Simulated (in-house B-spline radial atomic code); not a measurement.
**Excited states and polarisability of I⁻ by several methods**

Aim: excitation energies, oscillator strengths, polarisability and C6 of I⁻ by linear response on several mean fields, with the cost of each.

Method: linear response of a closed shell, each method with its own adiabatic kernel; non-relativistic; B-spline basis; no spin-orbit coupling, no double excitations; only terms of natural parity, (−1)^L, with L up to 3 are computed. Code: in-house B-spline radial atomic code version 1.

## 1. The system

- element: iodine (Z = 53)
- charge: -1
- configuration: [Kr] 4d10 5s2 5p6
- runs: TDHF; BSE on G0W0@HF; LC-ωPBE; ωB97X; BHandHLYP; CAM-B3LYP

The outer shells:

I⁻
```
[Kr] core
4d [↑↓][↑↓][↑↓][↑↓][↑↓]
5s [↑↓]
5p [↑↓][↑↓][↑↓]
```

Rows of excitations, here in order of energy, give L, multiplicity, 0 for full response or 1 for Tamm-Dancoff, hole, particle, weight of that channel, energy (hartree) and multipole strength; threshold is minus the highest occupied level of the method. polarisability lists the dipole (1), quadrupole (2) and octupole (3) values; f_sum adds the dipole strengths of the shells that respond, at most the outer three principal shells; real and imaginary give α at real and imaginary frequencies.

## 2. TDHF

Input settings:

```ini
Z = 53
electrons = 54.0
configuration = [Kr] 4d10 5s2 5p6
hamiltonian = nr
method = hf
box_radius = 75.0
intervals = 62
```

Started as:

```bash
> python run_td.py task.json out
```

One command runs all members of the session, one after another, from task.json.

Results of the run (chosen fields of its result record, rounded):

```text
{
  "status": "converged",
  "c6 [hartree bohr^6]": 867.8102,
  "f_sum": 47.8753,
  "imaginary [hartree, bohr^3]": {
    "u": [0.0, 0.0106, 0.0247, 0.0424, 0.0707, 0.106, 0.159, 0.247, 0.354, 0.53, 0.884, 1.77],
    "alpha": [62.5591, 62.4358, 61.8996, 60.6796, 57.7466, 53.1204, 45.7792, 35.2423, 26.0296, 16.8278, 8.57783, 3.11732]
  },
  "real [hartree, bohr^3]": {"omega": [0.013, 0.0325, 0.052, 0.0715, 0.091, 0.104, 0.117], "alpha": [62.746, 63.7593, 65.8011, 69.2517, 75.0277, 81.3685, 92.6624]},
  "excitations": [],
  "polarisability [au]": {"1": 62.55906, "2": 880.1449, "3": 27794.1},
  "threshold [hartree]": 0.1291595,
  "highest [hartree]": ["5p", -0.1291595],
  "lowest_empty [hartree]": 0.02083264,
  "responding_from_n": 3,
  "orbital_gaps [hartree]": {}
}
```

Wall time 3.6 s (1 thread of Intel Xeon Platinum 8488C (Sapphire Rapids), shared host); peak memory 0.22 GiB.

No unmixed ¹P state lies safely below this method's threshold. α = 62.56 bohr³.

## 3. BSE on G0W0@HF

Changes to the settings of step 2:

```diff
@@ -4,3 +4,3 @@
 hamiltonian = nr
-method = hf
+method = bse
 box_radius = 75.0
```

From the record:

```text
{
  "status": "converged",
  "c6 [hartree bohr^6]": 778.7055,
  "f_sum": 51.2558,
  "excitations": [],
  "polarisability [au]": {"1": 55.76743, "2": 791.968, "3": 25125.2},
  "threshold [hartree]": 0.1425039,
  "highest [hartree]": ["5p", -0.1291595],
  "lowest_empty [hartree]": 0.02083264,
  "orbital_gaps [hartree]": {}
}
```

It took 11 s on 1 thread of Intel Xeon Platinum 8488C (Sapphire Rapids), shared host; peak memory 0.22 GiB.

No unmixed ¹P state lies safely below this method's threshold. α = 55.77 bohr³.

## 4. LC-ωPBE

Changes to the settings of step 3:

```diff
@@ -4,3 +4,3 @@
 hamiltonian = nr
-method = bse
+method = lc_wpbe
 box_radius = 75.0
```

From the record:

```text
{
  "status": "converged",
  "c6 [hartree bohr^6]": 863.3753,
  "f_sum": 47.8499,
  "excitations": [],
  "polarisability [au]": {"1": 62.19304, "2": 837.409, "3": 24953.72},
  "threshold [hartree]": 0.1341511,
  "highest [hartree]": ["5p", -0.1341511],
  "lowest_empty [hartree]": 0.02083264,
  "orbital_gaps [hartree]": {}
}
```

Wall time 4.2 s (1 thread of Intel Xeon Platinum 8488C (Sapphire Rapids), shared host); peak memory 0.22 GiB.

No unmixed ¹P state lies safely below this method's threshold. α = 62.19 bohr³.

## 5. ωB97X

Changes to the settings of step 4:

```diff
@@ -4,3 +4,3 @@
 hamiltonian = nr
-method = lc_wpbe
+method = wb97x
 box_radius = 75.0
```

From the record:

```text
{
  "status": "converged",
  "c6 [hartree bohr^6]": 958.4816,
  "f_sum": 47.8557,
  "excitations": [],
  "polarisability [au]": {"1": 68.00227, "2": 956.5067, "3": 28981.81},
  "threshold [hartree]": 0.1229429,
  "highest [hartree]": ["5p", -0.1229429],
  "lowest_empty [hartree]": 0.02083265,
  "orbital_gaps [hartree]": {}
}
```

It took 5.1 s on 1 thread of Intel Xeon Platinum 8488C (Sapphire Rapids), shared host; peak memory 0.22 GiB.

No unmixed ¹P state lies safely below this method's threshold. α = 68.00 bohr³.

## 6. BHandHLYP

Changes to the settings of step 5:

```diff
@@ -4,3 +4,3 @@
 hamiltonian = nr
-method = wb97x
+method = bhandhlyp
 box_radius = 75.0
```

From the record:

```text
{
  "status": "converged",
  "c6 [hartree bohr^6]": 928.8876,
  "f_sum": 47.8634,
  "excitations": [],
  "polarisability [au]": {"1": 67.06684, "2": 1013.089, "3": 34538.32},
  "threshold [hartree]": 0.07488753,
  "highest [hartree]": ["5p", -0.07488753],
  "lowest_empty [hartree]": 0.02083285,
  "orbital_gaps [hartree]": {}
}
```

It took 3.4 s on 1 thread of Intel Xeon Platinum 8488C (Sapphire Rapids), shared host; peak memory 0.22 GiB.

No unmixed ¹P state lies safely below this method's threshold. α = 67.07 bohr³.

## 7. CAM-B3LYP

Changes to the settings of step 6:

```diff
@@ -4,3 +4,3 @@
 hamiltonian = nr
-method = bhandhlyp
+method = camb3lyp
 box_radius = 75.0
```

From the record:

```text
{
  "status": "converged",
  "c6 [hartree bohr^6]": 954.9407,
  "f_sum": 47.8558,
  "excitations": [],
  "polarisability [au]": {"1": 68.76828, "2": 1054.135, "3": 36197.97},
  "threshold [hartree]": 0.0869896,
  "highest [hartree]": ["5p", -0.0869896],
  "lowest_empty [hartree]": 0.02083276,
  "orbital_gaps [hartree]": {}
}
```

It took 4.9 s on 1 thread of Intel Xeon Platinum 8488C (Sapphire Rapids), shared host; peak memory 0.22 GiB.

No unmixed ¹P state lies safely below this method's threshold. α = 68.77 bohr³.

## 8. Results

```csv
run,threshold (eV),α (bohr³),C6 (hartree bohr⁶),time
TDHF,3.515,62.56,867.8,3.6 s
BSE on G0W0@HF,3.878,55.77,778.7,11 s
LC-ωPBE,3.650,62.19,863.4,4.2 s
ωB97X,3.345,68.00,958.5,5.1 s
BHandHLYP,2.038,67.07,928.9,3.4 s
CAM-B3LYP,2.367,68.77,954.9,4.9 s
```

What this shows: α runs from 55.8 (BSE on G0W0@HF) to 68.8 bohr³ (CAM-B3LYP). In this BSE only levels near the gap carry their own quasi-particle shift; deeper ones move rigidly and higher empty ones not at all. The dearest run, BSE on G0W0@HF, took 3.1 times as long as BHandHLYP. No run finds an excited state clear below its threshold, so none is listed. Relativity is absent, so for an element this heavy the values are those of a model, not of the real ion.
